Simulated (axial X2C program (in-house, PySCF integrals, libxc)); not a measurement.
**ScS: from the state search to constants**

Aim: find the lowest determinant of ScS, scan the bond at several levels and fit the constants, once spin-free and once with spin–orbit coupling.

The runs use an in-house X2C program for linear molecules on PySCF integrals; all-electron X2C, Sc dyall-v3z, S dyall-v3z.

All values are calculated.

## Step 1: Set-up

The input, task.json:

```json
{"zs": [21, 16], "q": 0, "bas": ["dyall-v3z", "dyall-v3z"], "levels": ["PBE0", "HF", "PBE", "TPSSh"], "cc": false, "r0": 2.1, "npts": 10, "nst": 2, "ntry": 6, "opt": {"auxb": 6.0}}
```

Keys: zs atomic numbers; q charge; bas basis sets; levels methods (HF also brings MP2); cc coupled cluster on or off; r0 starting distance in Å; npts points asked for on the curve; nst determinants followed; ntry starts of the search; auxb ratio of fitting exponents.

The run is started by

```sh
$ python so2c.py task.json out
```

Spin-free means the one-electron spin-free X2C Hamiltonian; two-component (2c) means X2C with spin–orbit coupling and atomic mean-field two-electron Coulomb and Gaunt terms. Basis: Sc dyall-v3z contracted to [10s11p7d4f2g], S dyall-v3z contracted to [8s7p2d1f]; Gaussian nuclei, density fitting. Masses: Sc 44.956 u, S 31.972 u.

Notation: σ, π±, δ± give the projection m of an orbital's angular momentum (0, ±1, ±2), α and β its spin, Λ and M_S the sums; ω is the projection of a spinor's total angular momentum and Ω the sum. Logs are in hartree.

The results follow Hamiltonian by Hamiltonian and level by level.

## Step 2: Search for the lowest determinant

PBE0 moves the distance from 2.100 Å to 2.197 Å and compares determinants there.

Spin-free determinants:

```
ΔE (eV)             state                                   open shells
   0.00  M_S = 1/2, Λ = 0                      beyond closed shells: σα
   0.55  M_S = 1/2, Λ = 2                     beyond closed shells: δ+α
   0.87  M_S = 1/2, Λ = 1                     beyond closed shells: π+α
   2.11  M_S = 3/2, Λ = 3  beyond closed shells: σα, π+α, π+β, π-α, δ+α
   2.13  M_S = 1/2, Λ = 3  beyond closed shells: σα, π+α, π+β, π-β, δ+α
   2.15  M_S = 1/2, Λ = 1  beyond closed shells: σα, π+β, π-α, π-β, δ+α
   2.29  M_S = 1/2, Λ = 1           beyond closed shells: π+α, π+β, π-α
```

Two-component determinants:

| ΔE (eV) | state | open shells |
| --- | --- | --- |
| 0.00 | Ω = 1/2 | excess of +ω over −ω: ω = 1/2 |
| 0.54 | Ω = 3/2 | excess of +ω over −ω: ω = 3/2 |
| 0.55 | Ω = 5/2 | excess of +ω over −ω: ω = 5/2 |
| 2.10 | Ω = 9/2 | excess of +ω over −ω: ω = 1/2, ω = 3/2, ω = 5/2 |
| 2.10 | Ω = 5/2 | excess of +ω over −ω: ω = -1/2, 2 × ω = 3/2 |
| 2.14 | Ω = 3/2 | excess of +ω over −ω: ω = 1/2, ω = -3/2, ω = 5/2 |
| 2.16 | Ω = 7/2 | excess of +ω over −ω: 2 × ω = 1/2, ω = 5/2 |

## Step 3: PBE0, spin-free

State followed: M_S = 1/2, Λ = 0 (beyond closed shells: σα). The scan is laid around 2.197 Å, a first estimate of the minimum, and this SCF restarts from the orbitals of the search.

Output at 2.197 Å:

```text
spin-free X2C-1e  PBE0
basis functions 170  fitting functions 438  grid points 5080
iter        total energy     max residual
   1      -1163.670593439     1.76e-05
   2      -1163.670593463     1.98e-05
   3      -1163.670593476     1.71e-05
   4      -1163.670593479     1.49e-05
converged
one-electron -1760.12974036  Coulomb 580.29588031  exact exchange -15.79221692  xc functional -48.97466802  nuclear repulsion 80.93015151
```

Along the bond, energies from the lowest point:

| R (Å) | E (eV) | μ (D) | HOMO (eV) | LUMO (eV) | iterations |
| --- | --- | --- | --- | --- | --- |
| 1.911 | 1.2174 | -4.73 | -4.57 | -2.22 | 34 |
| 1.999 | 0.5167 | -5.18 | -4.69 | -2.31 | 28 |
| 2.065 | 0.2067 | -5.52 | -4.78 | -2.37 | 30 |
| 2.131 | 0.0445 | -5.88 | -4.87 | -2.44 | 29 |
| 2.197 | 0.0000 | -6.26 | -4.95 | -2.49 | 4 |
| 2.274 | 0.0615 | -6.73 | -5.05 | -2.55 | 27 |
| 2.351 | 0.2111 | -7.23 | -5.13 | -2.60 | 26 |
| 2.450 | 0.4888 | -7.88 | -5.23 | -2.73 | 28 |
| 2.571 | 0.9022 | -8.60 | -5.33 | -2.82 | 26 |
| 2.746 | 1.5657 | -9.31 | -5.04 | -2.90 | 30 |

Dipoles are positive if S is the positive end.

Re = 2.193 Å, ωe = 555 cm⁻¹, ωexe = 2.12 cm⁻¹, Be = 0.1876 cm⁻¹, De = 3.09 eV, μ = -6.24 D.

## Step 4: HF, spin-free

The SCF at the reference distance of 2.197 Å:

```text
spin-free X2C-1e  HF
basis functions 170  fitting functions 438  grid points 5080
iter        total energy     max residual
   1      -1162.072576218     1.63e-01
   2      -1162.095533623     2.15e-02
   3      -1162.102079253     3.28e-02
   4      -1162.103261324     2.83e-03
   5      -1162.103533495     3.83e-03
   6      -1162.103796016     3.16e-03
   7      -1162.103945977     1.85e-03
   8      -1162.104292667     2.72e-03
   9      -1162.104788171     3.55e-03
  10      -1162.105038195     3.59e-03
  11      -1162.105258199     2.07e-03
  12      -1162.105384822     9.32e-04
  13      -1162.105431281     6.38e-04
  14      -1162.105459850     4.82e-04
  15      -1162.105468628     3.68e-04
  16      -1162.105478578     2.74e-04
  17      -1162.105481282     1.85e-04
  18      -1162.105482200     5.29e-05
  19      -1162.105482392     4.02e-05
  20      -1162.105482470     2.76e-05
  21      -1162.105482501     1.58e-05
  22      -1162.105482511     5.65e-06
  23      -1162.105482512     1.85e-06
converged
one-electron -1758.51215072  Coulomb 578.68820305  exact exchange -63.21168636  xc functional 0.00000000  nuclear repulsion 80.93015151
```

No constants are quoted: the solution changes its character somewhere along the scan, so the fit is set aside.

## Step 5: PBE, spin-free

The SCF at the reference distance of 2.197 Å:

```text
spin-free X2C-1e  PBE
basis functions 170  fitting functions 438  grid points 5080
iter        total energy     max residual
   1      -1163.716852496     5.54e-02
   2      -1163.717653231     3.58e-02
   3      -1163.719858634     1.86e-02
   4      -1163.720594367     3.06e-03
   5      -1163.720679457     2.60e-03
   6      -1163.720695368     1.49e-04
   7      -1163.720696096     1.71e-04
   8      -1163.720696489     7.71e-05
   9      -1163.720696563     3.87e-05
  10      -1163.720696568     5.77e-06
converged
one-electron -1760.56406513  Coulomb 580.74349027  exact exchange 0.00000000  xc functional -64.83027322  nuclear repulsion 80.93015151
```

Re = 2.223 Å, ωe = 517 cm⁻¹, ωexe = 2.06 cm⁻¹, Be = 0.1826 cm⁻¹, De = 3.60 eV, μ = -5.51 D.

## Step 6: TPSSh, spin-free

Output at 2.197 Å:

```text
spin-free X2C-1e  TPSSh
basis functions 170  fitting functions 438  grid points 5080
iter        total energy     max residual
   1      -1164.086321317     4.01e-02
   2      -1164.086852733     2.63e-02
   3      -1164.087268121     6.45e-03
   4      -1164.087317299     3.98e-03
   5      -1164.087335474     8.40e-04
   6      -1164.087337500     1.55e-04
   7      -1164.087338452     3.80e-04
   8      -1164.087338603     4.69e-05
   9      -1164.087338625     2.53e-05
  10      -1164.087338629     1.37e-05
converged
one-electron -1760.33599903  Coulomb 580.51858804  exact exchange -6.31780360  xc functional -58.88227555  nuclear repulsion 80.93015151
```

No constants are quoted: the solution changes its character somewhere along the scan, so the fit is set aside.

## Step 7: Correlated methods, spin-free

Correlated methods: 17 electrons correlated (frozen shells, counted by type: Sc 2 s, 1 p; S 2 s, 1 p), 269 virtual spinors in MP2.

MP2: No constants are quoted: the reference changes its character somewhere along the scan, so the fit is set aside.

## Step 8: A higher determinant, spin-free

State: M_S = 1/2, Λ = 2 (beyond closed shells: δ+α).

Output at the reference distance:

```text
spin-free X2C-1e  PBE0
basis functions 170  fitting functions 438  grid points 5080
iter        total energy     max residual
   1      -1163.650430743     2.90e-05
   2      -1163.650430756     2.94e-05
   3      -1163.650430760     2.36e-05
   4      -1163.650430771     1.45e-05
   5      -1163.650430773     2.32e-06
converged
one-electron -1762.61111557  Coulomb 582.94590077  exact exchange -15.83347462  xc functional -49.08189287  nuclear repulsion 80.93015151
```

| R (Å) | E above the lowest PBE0 point (eV) |
| --- | --- |
| 1.911 | 2.298 |
| 1.999 | 1.420 |
| 2.065 | 0.984 |
| 2.131 | 0.704 |
| 2.197 | 0.549 |
| 2.274 | 0.490 |
| 2.351 | 0.530 |
| 2.450 | 0.685 |
| 2.571 | 0.981 |

Re = 2.277 Å, ωe = 488 cm⁻¹, ωexe = 1.53 cm⁻¹, Be = 0.174 cm⁻¹, μ = -9.76 D. Te = 0.49 eV.

## Step 9: The spin-free curves together

Energy (eV) of the followed determinant, spin-free, from each level's lowest point:

| R (Å) | PBE0 | HF (jumps) | MP2 (its reference jumps) | PBE | TPSSh (jumps) |
| --- | --- | --- | --- | --- | --- |
| 1.911 | 1.217 | 1.445 | 0.924 | 1.360 | 1.328 |
| 1.999 | 0.517 | 0.685 | 0.280 | 0.621 | 0.592 |
| 2.065 | 0.207 | 0.347 | 0.026 | 0.279 | 0.256 |
| 2.131 | 0.045 | 0.165 | 0.000 | 0.082 | 0.069 |
| 2.197 | 0.000 | 0.077 | 0.411 | 0.000 | 0.000 |
| 2.274 | 0.061 | 0.018 | 0.929 | 0.016 | 0.034 |
| 2.351 | 0.211 | 0.000 | 1.268 | 0.119 | 0.159 |
| 2.450 | 0.489 | 0.034 | 1.608 | 0.338 | 0.408 |
| 2.571 | 0.902 | 0.145 | 1.972 | 0.686 | 0.795 |
| 2.746 | 1.566 | 0.414 | 2.483 | 1.268 | 1.428 |

## Step 10: PBE0, 2c

State followed: Ω = 1/2 (excess of +ω over −ω: ω = 1/2). The scan is laid around 2.197 Å, a first estimate of the minimum, and this SCF restarts from the orbitals of the search.

Output at 2.197 Å:

```text
two-component X2C + atomic mean field  PBE0
basis functions 170  fitting functions 438  grid points 5080
iter        total energy     max residual
   1      -1163.450533774     4.00e-05
   2      -1163.450533788     2.57e-05
   3      -1163.450533790     2.35e-05
   4      -1163.450533803     1.51e-05
   5      -1163.450533804     2.83e-06
converged
one-electron -1759.56577169  Coulomb 580.15843867  exact exchange -15.78807222  xc functional -48.96185721  nuclear repulsion 80.93015151  atomic mean-field constant -0.22342287
```

Along the bond, energies from the lowest point:

| R (Å) | E (eV) | μ (D) | HOMO (eV) | LUMO (eV) | iterations |
| --- | --- | --- | --- | --- | --- |
| 1.911 | 1.2179 | -4.73 | -4.56 | -2.21 | 32 |
| 1.999 | 0.5172 | -5.18 | -4.69 | -2.30 | 32 |
| 2.065 | 0.2070 | -5.52 | -4.78 | -2.37 | 30 |
| 2.131 | 0.0447 | -5.88 | -4.87 | -2.43 | 29 |
| 2.197 | 0.0000 | -6.26 | -4.95 | -2.49 | 5 |
| 2.274 | 0.0612 | -6.73 | -5.04 | -2.55 | 30 |
| 2.351 | 0.2106 | -7.23 | -5.13 | -2.61 | 27 |
| 2.450 | 0.4876 | -7.88 | -5.23 | -2.73 | 28 |
| 2.571 | 0.9002 | -8.60 | -5.33 | -2.82 | 26 |
| 2.746 | 1.5624 | -9.30 | -5.01 | -2.91 | 31 |

Dipoles are positive if S is the positive end.

Re = 2.193 Å, ωe = 555 cm⁻¹, ωexe = 2.12 cm⁻¹, Be = 0.1875 cm⁻¹, De = 3.08 eV, μ = -6.24 D.

## Step 11: HF, 2c

Output at 2.197 Å:

```text
two-component X2C + atomic mean field  HF
basis functions 170  fitting functions 438  grid points 5080
iter        total energy     max residual
   1      -1161.852893253     1.63e-01
   2      -1161.875835530     2.15e-02
   3      -1161.882391818     3.28e-02
   4      -1161.883576900     2.84e-03
   5      -1161.883852855     3.87e-03
   6      -1161.884124442     3.26e-03
   7      -1161.884283342     1.93e-03
   8      -1161.884659315     2.84e-03
   9      -1161.885211395     3.80e-03
  10      -1161.885433751     3.78e-03
  11      -1161.885687557     2.00e-03
  12      -1161.885790636     8.58e-04
  13      -1161.885832093     6.16e-04
  14      -1161.885856434     4.48e-04
  15      -1161.885865763     3.30e-04
  16      -1161.885875310     3.03e-04
  17      -1161.885878710     2.04e-04
  18      -1161.885880192     1.23e-04
  19      -1161.885880865     1.17e-04
  20      -1161.885881545     1.13e-04
  21      -1161.885882273     1.07e-04
  22      -1161.885883027     8.55e-05
  23      -1161.885883699     1.00e-04
  24      -1161.885884295     8.37e-05
  25      -1161.885884767     7.62e-05
  26      -1161.885885023     3.74e-05
  27      -1161.885885099     1.43e-05
  28      -1161.885885113     1.04e-05
  29      -1161.885885117     7.37e-06
  30      -1161.885885120     4.00e-06
  31      -1161.885885121     2.61e-06
converged
one-electron -1757.94513336  Coulomb 578.54869183  exact exchange -63.19617223  xc functional 0.00000000  nuclear repulsion 80.93015151  atomic mean-field constant -0.22342287
```

No constants are quoted: the solution changes its character somewhere along the scan, so the fit is set aside.

## Step 12: PBE, 2c

The SCF at the reference distance of 2.197 Å:

```text
two-component X2C + atomic mean field  PBE
basis functions 170  fitting functions 438  grid points 5080
iter        total energy     max residual
   1      -1163.496647724     5.54e-02
   2      -1163.497452606     3.58e-02
   3      -1163.499649415     1.86e-02
   4      -1163.500389847     3.07e-03
   5      -1163.500474837     2.61e-03
   6      -1163.500490868     1.46e-04
   7      -1163.500491607     1.69e-04
   8      -1163.500491994     6.65e-05
   9      -1163.500492069     3.89e-05
  10      -1163.500492073     5.69e-06
converged
one-electron -1759.99866945  Coulomb 580.60456085  exact exchange 0.00000000  xc functional -64.81311211  nuclear repulsion 80.93015151  atomic mean-field constant -0.22342287
```

Re = 2.223 Å, ωe = 517 cm⁻¹, ωexe = 2.07 cm⁻¹, Be = 0.1826 cm⁻¹, De = 3.57 eV, μ = -5.51 D.

## Step 13: TPSSh, 2c

Output at 2.197 Å:

```text
two-component X2C + atomic mean field  TPSSh
basis functions 170  fitting functions 438  grid points 5080
iter        total energy     max residual
   1      -1163.866216766     4.02e-02
   2      -1163.866748699     2.63e-02
   3      -1163.867163516     6.42e-03
   4      -1163.867212620     4.00e-03
   5      -1163.867230847     8.39e-04
   6      -1163.867232880     1.53e-04
   7      -1163.867233822     3.79e-04
   8      -1163.867233975     4.75e-05
   9      -1163.867233998     2.50e-05
  10      -1163.867234002     1.38e-05
converged
one-electron -1759.77196426  Coulomb 580.38109398  exact exchange -6.31614722  xc functional -58.86694514  nuclear repulsion 80.93015151  atomic mean-field constant -0.22342287
```

No constants are quoted: the solution changes its character somewhere along the scan, so the fit is set aside.

## Step 14: MP2, 2c

Correlated methods: 17 electrons correlated (frozen shells, counted by type: Sc 2 s, 1 p; S 2 s, 1 p), 269 virtual spinors in MP2.

MP2: No constants are quoted: the reference changes its character somewhere along the scan, so the fit is set aside.

## Step 15: A higher determinant, 2c

State: Ω = 3/2 (excess of +ω over −ω: ω = 3/2).

Output at the reference distance:

```text
two-component X2C + atomic mean field  PBE0
basis functions 170  fitting functions 438  grid points 5080
iter        total energy     max residual
   1      -1163.430750830     8.27e-05
   2      -1163.430750842     5.34e-05
   3      -1163.430750855     4.63e-05
   4      -1163.430750860     2.50e-05
   5      -1163.430750863     8.21e-06
converged
one-electron -1762.04918920  Coulomb 582.81033392  exact exchange -15.82937517  xc functional -49.06924906  nuclear repulsion 80.93015151  atomic mean-field constant -0.22342287
```

| R (Å) | E above the lowest PBE0 point (eV) |
| --- | --- |
| 1.911 | 2.289 |
| 1.999 | 1.411 |
| 2.065 | 0.975 |
| 2.131 | 0.694 |
| 2.197 | 0.538 |
| 2.274 | 0.480 |
| 2.351 | 0.519 |
| 2.450 | 0.674 |
| 2.571 | 0.969 |

Re = 2.277 Å, ωe = 488 cm⁻¹, ωexe = 1.53 cm⁻¹, Be = 0.174 cm⁻¹, μ = -9.76 D. Te = 0.48 eV.

## Step 16: The 2c curves together

Energy (eV) of the followed determinant, 2c, from each level's lowest point:

| R (Å) | PBE0 | HF (jumps) | MP2 (its reference jumps) | PBE | TPSSh (jumps) |
| --- | --- | --- | --- | --- | --- |
| 1.911 | 1.218 | 1.538 | 0.916 | 1.360 | 1.328 |
| 1.999 | 0.517 | 0.779 | 0.273 | 0.622 | 0.592 |
| 2.065 | 0.207 | 0.441 | 0.020 | 0.279 | 0.256 |
| 2.131 | 0.045 | 0.258 | 0.000 | 0.082 | 0.069 |
| 2.197 | 0.000 | 0.167 | 0.420 | 0.000 | 0.000 |
| 2.274 | 0.061 | 0.101 | 1.018 | 0.016 | 0.034 |
| 2.351 | 0.211 | 0.045 | 1.478 | 0.119 | 0.158 |
| 2.450 | 0.488 | 0.000 | 1.714 | 0.337 | 0.407 |
| 2.571 | 0.900 | 0.014 | 1.893 | 0.685 | 0.793 |
| 2.746 | 1.562 | 0.182 | 2.205 | 1.265 | 1.426 |

The whole job took 4 min on 1 thread of Arm Neoverse N1, shared host; peak memory 0.29 GiB.

## Step 17: Results

| Hamiltonian | level | Re (Å) | ωe (cm⁻¹) | De (eV) |
| --- | --- | --- | --- | --- |
| spin-free | PBE0 | 2.193 | 555 | 3.09 |
| spin-free | PBE | 2.223 | 517 | 3.60 |
| 2c | PBE0 | 2.193 | 555 | 3.08 |
| 2c | PBE | 2.223 | 517 | 3.57 |

What this shows: One setting of the input is poor: density fitting set too sparse (a ratio of 6 between fitting exponents, against the usual 2). The numbers above are not properties of ScS; the cure is to run again with the usual setting.
